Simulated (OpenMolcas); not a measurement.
# Mo⁵⁺ among point charges: CASSCF and CASPT2 levels and susceptibility

Aim: the splitting of the states of Mo⁵⁺ in the field of 6 point charges, its lowest levels with spin-orbit coupling and its magnetic susceptibility.

Program: OpenMolcas 26.06. Level of theory: state-averaged CASSCF and CASPT2, spin-orbit coupling by RASSI with atomic mean-field integrals. These are calculated values, not measurements, unless marked.

### Step 1. Starting point

```
Species                           : Mo⁵⁺ (molybdenum, Z = 42, 37 electrons)
Basis                             : ANO-RCC-VDZP [6s5p3d1f], 43 functions
Scalar Hamiltonian                : DKH2, point nucleus
Inactive shells                   : 1s 2s 2p 3s 3p 3d 4s 4p
Active space                      : 1 electron in 5 orbitals (4d)
Some configurations of this space : 4d
Orbitals                          : optimised for each spin and parity, averaged over all roots
```

Outer shells as boxes (Hund's rule):

4d
```
4d [↑ ][  ][  ][  ][  ]
```

The ion sits among 6 point charges of -1.5 e arranged as an octahedron (Oh), 2.08 Å from the ion.

Each step is its own input file, run in one work folder so that later steps find the files of earlier ones. Labels, J, g values, rates, χT and fits are worked out afterwards by a script from the matrices that RASSI stores. The input lists half of the charges; inversion (Group=XYZ) makes the rest.

### Step 2. Basis and integrals

File a.inp:

```
&GATEWAY
Coord
1

Mo 0.0 0.0 0.0
Basis=ANO-RCC-VDZP
Group=XYZ
NoMove
AngMom=0.0 0.0 0.0
AMFI
XField
3 Angstrom 0
2.080000 0.000000 0.000000 -1.500000
0.000000 2.080000 0.000000 -1.500000
0.000000 0.000000 2.080000 -1.500000
&SEWARD
```

The run is started by

```bash
$ OMP_NUM_THREADS=1 MOLCAS_MEM=1689 MOLCAS_PROJECT=a pymolcas a.inp > a.log
```

### Step 3. Reference wave functions, doublets of even parity, 5 roots

File a.inp:

```
&RASSCF
FileOrb=start.orb
Symmetry=1
Spin=2
nActEl=1 0 0
Inactive=9 9
Ras2=5 0
CIRoot=5 5 1
SDav=5
CIMx=300
Iter=120 100
PrWF=0.3
OrbListing=Nothing
MaxOrb=0
>>> COPY $Project.JobIph JOB001
```

start.orb holds the contracted functions of the basis, ordered by shell, or the orbitals of the step before.

### Step 4. RASSI: spin-orbit coupling between the states

File a.inp:

```
&RASSI
NrOfJobIphs=1 5
1 2 3 4 5
IphNames
JOB001
EJob
SpinOrbit
DIPRint=1.0
SOCoupling=1000.0
Subsets=2
Property=9
'ANGMOM' 1 'ANGMOM' 2 'ANGMOM' 3 'MLTPL  1' 1 'MLTPL  1' 2 'MLTPL  1' 3
'AMFI' 1 'AMFI' 2 'AMFI' 3
SOProperty=3
'ANGMOM' 1 'ANGMOM' 2 'ANGMOM' 3
```

### Step 5. CASPT2: IPEA 0.25, imaginary shift 0.1 (closed shells correlated: 4s 4p)

File a.inp:

```
>>> COPY JOB001 $Project.JobIph
&CASPT2
Multistate=5 1 2 3 4 5
NoMult
Frozen=8 6
IPEA=0.25
Imaginary=0.1
MaxIter=60
WThr=0.0 0.3 0.05
PrWF=0.5
NoMix
```

(Steps that only read results are left out.)

Q: Predict the outcome of this session. Wanted: spin-free ground state; first state of the same spin within the active space; lowest level; next level.

**Answer**, as computed:

| quantity | value |
| --- | --- |
| method | SS-CASPT2, IPEA 0.25, imaginary shift 0.1 (closed shells correlated: 4s 4p) |
| spin-free ground state | 2T2, 3-fold in its orbital part |
| first state of the same spin within the active space | 2E at 5880 cm⁻¹ |
| lowest level | 4-fold Γ8 |
| next level | 1741.9 cm⁻¹ |
| χT at 300 K | 0.14 cm³ K/mol |
| effective moment at 300 K | 1.07 μB |

Cost by method:

```csv
method,time of its own steps,time with the reference
A. CASSCF,1 s,1 s
"B. SS-CASPT2, IPEA 0.25, imaginary shift 0.1, +4s 4p",0.37 s,1.4 s
```

Times are of one thread on a shared host.

The spin-free ground state (2T2) comes to 100 % from free-ion D terms and keeps the highest spin of the shell. χT at 300 K is 0.14, against 0.38 cm³ K/mol for the spin alone, so orbital moment lowers it. A ligand-field fit to the states below 45000 cm-1 gives 10Dq = 5881 cm-1, the gap between the two states. CASPT2 does not keep the components of a term degenerate, and the means are used. The field of point charges can differ much from that of real complexes. Point charges carry no covalency, so the field is a model and not that of real ligands.
